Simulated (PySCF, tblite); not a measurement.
# C₅H₉OPSi: geometry, infrared bands and NMR shifts

Wanted: the infrared bands and NMR shifts of C₅H₉OPSi (`CC#C[C@@H]1CO[Si@H]1P`), by calculation.

The runs use tblite 0.8.0 and PySCF 2.14.0, with density-fitted response routines of our own; the level of theory stands in each step. All values are computed, except where a source is named. Atoms are numbered from 0 throughout.

## (1) The molecule as given

17 atoms, charge 0, multiplicity 1; geometry from: force field or distance geometry start.

Bonds of the start (Å): C0–C1 1.48, C1–C2 1.19, C2–C3 1.45, C3–C4 1.54, C4–O5 1.46, O5–Si6 1.66, Si6–P7 2.19, Si6–C3 1.86, C0–H8 1.09, C0–H9 1.09, C0–H10 1.09, C3–H11 1.11, C4–H12 1.10, C4–H13 1.10, Si6–H14 1.49, P7–H15 1.42, P7–H16 1.42.

## (2) Optimising the geometry with GFN2-xTB

The job: settings as JSON, then the geometry in Å.

```
{"job": {"kind": "relax", "xc": "GFN2-xTB", "basis": "xTB"}, "charge": 0, "multiplicity": 1}
C      3.577700    -0.744700    -0.045400
C      2.108100    -0.612500    -0.132900
C      0.926900    -0.519200    -0.184400
C     -0.519600    -0.400500    -0.283900
C     -1.069300     0.615900    -1.307400
O     -2.106000     1.203600    -0.470700
Si    -1.337500     0.746400     0.933300
P     -2.789300    -0.164100     2.289900
H      3.928700    -0.529100     0.968900
H      4.052600    -0.044900    -0.727100
H      3.884300    -1.757000    -0.308800
H     -1.023500    -1.383200    -0.343300
H     -0.364200     1.384300    -1.658400
H     -1.503000     0.154300    -2.211500
H     -0.534100     1.869300     1.487000
H     -3.633100     0.962300     2.457000
H     -3.605900    -0.769000     1.300800
```

Run with:

```sh
OMP_NUM_THREADS=1 python probes_run.py task.json out
```

The driver reads the jobs from task.json and runs them one after another.

**Question.** This job is followed by: GFN2-xTB harmonic vibrations, gas phase; GIAO PBE0/pcSseg-1 NMR shielding, non-relativistic, gas phase. What will the session give for the following? strongest single infrared mode (GFN2-xTB); zero-point energy (GFN2-xTB); 13C shifts against TMS (PBE0/pcSseg-1); 1H shifts against TMS (PBE0/pcSseg-1, means over atoms taken as alike); 17O shifts against H2O (PBE0/pcSseg-1); 29Si shifts against TMS (PBE0/pcSseg-1); 31P shifts against H3PO4 (PBE0/pcSseg-1); surface potential, 1st and 99th percentile.

As calculated:

```
                                                              quantity                                   value
                             strongest single infrared mode (GFN2-xTB)                   2198 cm⁻¹, 260 km/mol
                                          zero-point energy (GFN2-xTB)                           76.1 kcal/mol
                                13C shifts against TMS (PBE0/pcSseg-1)         86.9, 84.1, 79.7, 28.7, 5.2 ppm
1H shifts against TMS (PBE0/pcSseg-1, means over atoms taken as alike)  6.65, 5.14, 4.83, 3.23, 2.03, 1.23 ppm
                                17O shifts against H2O (PBE0/pcSseg-1)                                47.1 ppm
                               29Si shifts against TMS (PBE0/pcSseg-1)                                49.3 ppm
                              31P shifts against H3PO4 (PBE0/pcSseg-1)                              -289.8 ppm
                                 surface potential, 1st and 99th percentile                      -1.47 V and 1.36 V
```

What this shows: The optimisation took 172 steps and gained 0.411 eV; among the close pairs (by a distance rule), C3–Si6 changed most, from 1.862 to 1.928 Å. No mode is imaginary among the 45: a minimum at this level. The strongest single mode, at 2198 cm⁻¹, moves mainly H14. GFN2-xTB is a fitted tight-binding method: band positions and strengths are rough. Its intensities can rank the bands wrongly. At PBE0/pcSseg-1: Shielding is most anisotropic at C2 (span 268 ppm, paramagnetic term -155 ppm). By nearest atom (PBE0/pcSseg-1), the HOMO sits on C1 34 %; C2 26 % and the LUMO on Si6 32 %; H14 13 %.
